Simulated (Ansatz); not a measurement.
# Mo: how the settings move a relaxation

Question: which choices in the input matter for Mo?

Method: reference: DFT, PBEsol, PAW with Ansatz's default frozen-core files, scalar-relativistic; relaxation of cell and atoms, in Ansatz 0.2.0.

## Step 1: Starting point

It takes space group Im-3m (No. 229, cubic). The conventional cell has a = 3.147 Å, b = 3.147 Å, c = 3.147 Å, α = 90.00°, β = 90.00°, γ = 90.00°. Mo (site symmetry m-3m) has 8 Mo at 2.73 Å as nearest neighbours.

Coordinates:

```
Mo
1.0
    -1.57342    1.57342    1.57342
     1.57342   -1.57342    1.57342
     1.57342    1.57342   -1.57342
Mo
1
Direct
  0.00000 0.00000 0.00000
```

## Step 2: Baseline

input.yaml

```yaml
crystal:
  lattice:
    - [-1.573415, 1.573415, 1.573415]
    - [1.573415, -1.573415, 1.573415]
    - [1.573415, 1.573415, -1.573415]
  atoms:
    - { symbol: Mo, position: [0.0, 0.0, 0.0] }
kpoints:
  mp_grid: { grid: [16, 16, 16] }
scf:
  occupations: { method: fermi_dirac, width: 0.08 }
hamiltonian:
  xc: pbesol
  pseudopotentials: { kind: paw }
relax:
  f_tol: 0.002
  max_steps: 80
  cell: {}
output:
  forces: true
  stress: true
```

Command:

```sh
$ ansatz run input.yaml --threads 1 --pin off --max-ram 3072MiB --backend cpu --events-out ev --progress --plain --runs-dir out
```

## Step 3: Changing settings: spin_polarized true

input.yaml: that of step 2 with these lines changed.

```diff
@@ -21 +21,3 @@
   stress: true
+magnetization:
+  spin_polarized: true
```

**Question.** What will these runs give? Wanted: for each run, ending; energy change; pressure; gap; force.

The runs gave:

```
                   run     ending  energy change  pressure (GPa)  gap (eV)  force (eV/Å)  cycles   time
             reference  converged              0             0.0      0.00          0.00      23  6.9 s
1: spin_polarized true  converged   0.0 meV/atom             0.0      0.00          0.00      32  9.9 s
```

**Reading.** With the changed spin polarisation the energy stays within 0.5 meV/atom: no moment was seeded, so none could form, and both runs end non-magnetic.
